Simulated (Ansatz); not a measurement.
**BH₅N₂O: how energies converge with the basis set**

Aim: see how fast density functionals converge with the basis set for BH₅N₂O.

Program: Ansatz 0.2.0, Gaussian basis. Level of theory: one geometry, several basis sets. These are calculated values, not measurements.

Plan: PBE0-D4/def2-SVP; ωB97M-V/def2-SVP; PBE0-D4/def2-QZVPP; ωB97M-V/def2-QZVPP; the functionals' def2-TZVPP values are taken from earlier runs.

### 1 Structure used throughout

An earlier PBE0-D4 in a triple-zeta def2 set relaxation fixed the geometry.

9 atoms, charge 0, spin multiplicity 1.

Atoms are counted from 1 here; the program's logs count them from 0.

Bond lengths: N1–B2 1.423 Å, N1–H5 1.003 Å, N1–H6 1.003 Å, B2–N3 1.415 Å, B2–O4 1.383 Å, N3–H7 1.003 Å, N3–H8 1.002 Å, O4–H9 0.957 Å. Angles: B2–N1–H5 123.7°, B2–N1–H6 123.1°, H5–N1–H6 113.3°, N1–B2–N3 121.8°, N1–B2–O4 121.9°, N3–B2–O4 116.3°, B2–N3–H7 121.0°, B2–N3–H8 124.5°, H7–N3–H8 114.5°, B2–O4–H9 113.8°.

Geometry (Å):

```mol
BH5N2O
  3D, bonds by distance, orders not assigned

  9  8  0  0  0  0  0  0  0  0999 V2000
   -0.4416    0.7514   -0.8929 N   0  0
   -0.0828   -0.0880    0.1984 B   0  0
    1.1878   -0.7061    0.2771 N   0  0
   -0.9554   -0.3451    1.2407 O   0  0
   -1.3334    1.2015   -0.9782 H   0  0
    0.1770    0.9494   -1.6570 H   0  0
    1.4284   -1.2954    1.0521 H   0  0
    1.9106   -0.6053   -0.4089 H   0  0
   -1.8020    0.0914    1.1517 H   0  0
  1  2  8  0
  2  3  8  0
  2  4  8  0
  1  5  8  0
  1  6  8  0
  3  7  8  0
  3  8  8  0
  4  9  8  0
M  END
```

### 2 PBE0-D4 in def2-SVP

in.yaml

```yaml
crystal:
  periodic: [false, false, false]
  atoms:
    - {symbol: N, position_ang: [-0.441614, 0.751375, -0.892891]}
    - {symbol: B, position_ang: [-0.082840, -0.088023, 0.198365]}
    - {symbol: N, position_ang: [1.187824, -0.706143, 0.277070]}
    - {symbol: O, position_ang: [-0.955401, -0.345130, 1.240663]}
    - {symbol: H, position_ang: [-1.333441, 1.201463, -0.978202]}
    - {symbol: H, position_ang: [0.176960, 0.949407, -1.657018]}
    - {symbol: H, position_ang: [1.428394, -1.295417, 1.052086]}
    - {symbol: H, position_ang: [1.910575, -0.605290, -0.408854]}
    - {symbol: H, position_ang: [-1.801959, 0.091360, 1.151679]}
basis:
  gaussian: {orbitals: def2-SVP}
hamiltonian: {xc: pbe0, dispersion: d4}
output: {orbitals: {seedname: orbitals}}
```

Further steps of the session: ωB97M-V in def2-SVP; PBE0-D4 in def2-QZVPP; ωB97M-V in def2-QZVPP.

**Question.** What will the summary of the whole plan be? Wanted: PBE0-D4: double and triple zeta above quadruple; ωB97M-V: double and triple zeta above quadruple.

**Answer**, as computed:

| quantity | value |
| --- | --- |
| PBE0-D4: double and triple zeta above quadruple | 7.29, 0.36 eV |
| ωB97M-V: double and triple zeta above quadruple | 7.49, 0.35 eV |

What this shows: PBE0-D4 gains 6.93 eV from double to triple zeta, then 0.36 eV more. These are total energies; as a rule much of such shifts cancels in differences, which this series doesn't test. The LUMO of ωB97M-V is positive and keeps falling with the basis (3.22 to 1.55 eV): an unbound level that the basis holds in place.
